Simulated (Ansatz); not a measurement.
What does this script print? It uses the Python package of Ansatz (0.2.0).

`edit_lu3sc.py`
```python
'''Editing single keys of the input for Lu3Sc.'''

import ansatz as az
from ase import Atoms
import pandas as pd

atoms = Atoms(
    ['Lu', 'Lu', 'Lu', 'Lu', 'Lu', 'Lu', 'Sc', 'Sc'],
    scaled_positions=[
        [0.16822, 0.33643, 0.25],
        [0.16822, 0.83178, 0.25],
        [0.66357, 0.83178, 0.25],
        [0.83178, 0.66357, 0.75],
        [0.83178, 0.16822, 0.75],
        [0.33643, 0.16822, 0.75],
        [1 / 3, 2 / 3, 0.75],
        [2 / 3, 1 / 3, 0.25],
    ],
    cell=[
        [6.953, 0.0, 0.0],
        [-3.4765, 6.02148, 0.0],
        [0.0, 0.0, 5.37777],
    ],
    pbc=True,
)
structure = az.Crystal.from_ase(atoms)

calculation = (
    structure.calculation()
    .occupations('cold', width=0.02)
    .kpoints(spacing=0.23)
    .basis(260, density_ratio=4)
    .functional('pbesol')
    .band_table()
)
typed = calculation.input()
rows = []
for value in [1, 2, 3]:
    edited = typed.set(az.key.basis.xc_grid, value)
    report = az.Session.from_dict(edited).plan().execute().report
    rows.append((value, report['free_energy_ev'], report['n_iterations'], len(report['eigenvalues_ev'][0]) if 'eigenvalues_ev' in report else 0))
print(pd.DataFrame(rows, columns=['xc grid', 'F eV', 'iterations', 'bands listed']).round(4).to_string(index=False))
print(edited.to_yaml())
```

```console
$ python edit_lu3sc.py
DeckWarning: the atoms were moved onto the symmetric positions of the space group found under crystal.symmetry.tolerance 1.0e-5 (fractional; no operation is sought that the atoms, as they stand in a [...]
DeckWarning: basis.ecutwfc = 260 eV is below the records' recommended 420 eV, and the density's cutoff is lower with it unless basis.ecutrho_ratio is high enough to keep the records' density cutoff: compare with a run at a higher cutoff
DeckWarning: basis.ecutrho_ratio = 4 (ecutrho = 1040 eV) is below the records' recommended 1680 eV
 xc grid        F eV  iterations  bands listed
       1 -91888.3131           8           100
       2 -91888.3132           8           100
       3 -91888.3132           8           100
crystal:
  lattice:
    - [6.953, 0.0, 0.0]
    - [-3.4765, 6.02148, 0.0]
    - [0.0, 0.0, 5.37777]
  atoms:
    - { symbol: Lu, position: [0.16822000000000004, 0.33643, 0.25] }
    - { symbol: Lu, position: [0.16821999999999998, 0.83178, 0.25] }
    - { symbol: Lu, position: [0.66357, 0.83178, 0.25] }
    - { symbol: Lu, position: [0.8317799999999999, 0.66357, 0.7500000000000001] }
    - { symbol: Lu, position: [0.8317799999999999, 0.16822, 0.7500000000000001] }
    - { symbol: Lu, position: [0.33643, 0.16822, 0.7500000000000001] }
    - { symbol: Sc, position: [0.3333333333333333, 0.6666666666666665, 0.7500000000000001] }
    - { symbol: Sc, position: [0.6666666666666666, 0.33333333333333326, 0.25] }
basis:
  ecutwfc: 260.0
  ecutrho_ratio: 4
  xc_grid: 3
kpoints:
  mp_grid:
    kspacing: 0.23
hamiltonian:
  xc: pbesol
scf:
  occupations:
    method: cold
    width: 0.02
output:
  eigenvalues: true
```
(Warnings from the package without file and line, shortened, repeats left out.)

What to keep in mind:
- The settings weren't tested for convergence.
- The cutoff lies under the one recommended for these potentials.
- The structure comes from a database of computed cells and needn't be a stable or known phase.
- The whole script took 44 s on 1 thread of Arm Neoverse V1, with other jobs on the host, peak memory 0.65 GiB.
